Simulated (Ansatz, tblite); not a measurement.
# Sn(CCH)H3 (C₂H₄Sn): removing an electron

One table from this session's results is given with a row withheld; the runs are named, their logs left out.

The runs use Ansatz 0.2.0, Gaussian basis; as each input shows.

Levels to be run: charge +1 doublet, at the geometry of the singlet (PBE0-D4/def2-TZVP, PBE-D4/def2-TZVP, r2SCAN-D4/def2-TZVP, CCSD(T)/def2-TZVPP); the starting singlet's energies come from earlier runs.

1 further run of the same task is left out (it didn't finish). Runs told in other sessions of the task aren't counted.

**The relaxed structure**

The singlet was relaxed beforehand with PBE0-D4/def2-TZVP.

7 atoms, charge 0, spin multiplicity 1.

Atoms are counted from 1 here; the program's logs count them from 0.

Bond lengths: Sn1–C2 2.081 Å, Sn1–H5 1.701 Å, Sn1–H6 1.701 Å, Sn1–H7 1.701 Å, C2–C3 1.206 Å, C3–H4 1.066 Å. Angles: C2–Sn1–H5 108.0°, C2–Sn1–H6 108.0°, C2–Sn1–H7 108.0°, H5–Sn1–H6 110.9°, H5–Sn1–H7 110.9°, H6–Sn1–H7 110.9°, Sn1–C2–C3 180.0°, C2–C3–H4 180.0°.

As a file:

```
Sn   -0.0049   -0.0073   -1.1633
C     0.0037    0.0057    0.9180
C     0.0089    0.0133    2.1245
H     0.0135    0.0200    3.1905
H     1.6103   -0.0067   -1.6966
H    -0.8192    1.3882   -1.6953
H    -0.8123   -1.4133   -1.6779
```

Sn takes a core potential in the def2 sets. No spin-orbit coupling is included.

The first run:

File in.yaml:

```yaml
crystal:
  periodic: [false, false, false]
  atoms:
    - {symbol: Sn, position_ang: [-0.004903, -0.007310, -1.163292]}
    - {symbol: C, position_ang: [0.003738, 0.005702, 0.918039]}
    - {symbol: C, position_ang: [0.008916, 0.013348, 2.124481]}
    - {symbol: H, position_ang: [0.013470, 0.020038, 3.190543]}
    - {symbol: H, position_ang: [1.610340, -0.006662, -1.696626]}
    - {symbol: H, position_ang: [-0.819222, 1.388152, -1.695291]}
    - {symbol: H, position_ang: [-0.812339, -1.413268, -1.677855]}
basis:
  gaussian: {orbitals: def2-SVP}
total_charge: 1
magnetization: {spin_polarized: true, initial_magnetization: 1}
hamiltonian: {xc: pbe0, dispersion: d4}
output: {orbitals: {seedname: orbitals}}
```

Run with:

```bash
$ ansatz run in.yaml --threads 4 --pin off --events-out ev --progress --plain --max-ram 3916MiB
```

Among the steps run: Charge +1 doublet at the fixed geometry, first pass, PBE0-D4/def2-SVP; Charge +1 doublet at the fixed geometry, PBE0-D4/def2-TZVP; Charge +1 doublet at the fixed geometry, PBE-D4/def2-TZVP; Charge +1 doublet at the fixed geometry, r2SCAN-D4/def2-TZVP; Charge +1 doublet at the fixed geometry, CCSD(T)/def2-TZVPP.

One table of the session follows, with a row left open; its other results are not shown here.

It belongs to the step «Vertical ionisation energy». 

| method | vertical ionisation energy (eV) |
| --- | --- |
| HF/def2-TZVPP | 9.11 |
| PBE-D4/def2-TZVP | 10.05 |
| r2SCAN-D4/def2-TZVP | 10.10 |
| PBE0-D4/def2-TZVP | 10.26 |
| MP2/def2-TZVPP | ? |
| CCSD/def2-TZVPP | 10.45 |
| CCSD(T)/def2-TZVPP | 10.58 |

Estimate the missing values for MP2/def2-TZVPP.

The run gave: vertical ionisation energy (eV): 10.88. In the column «vertical ionisation energy (eV)» it is the highest.
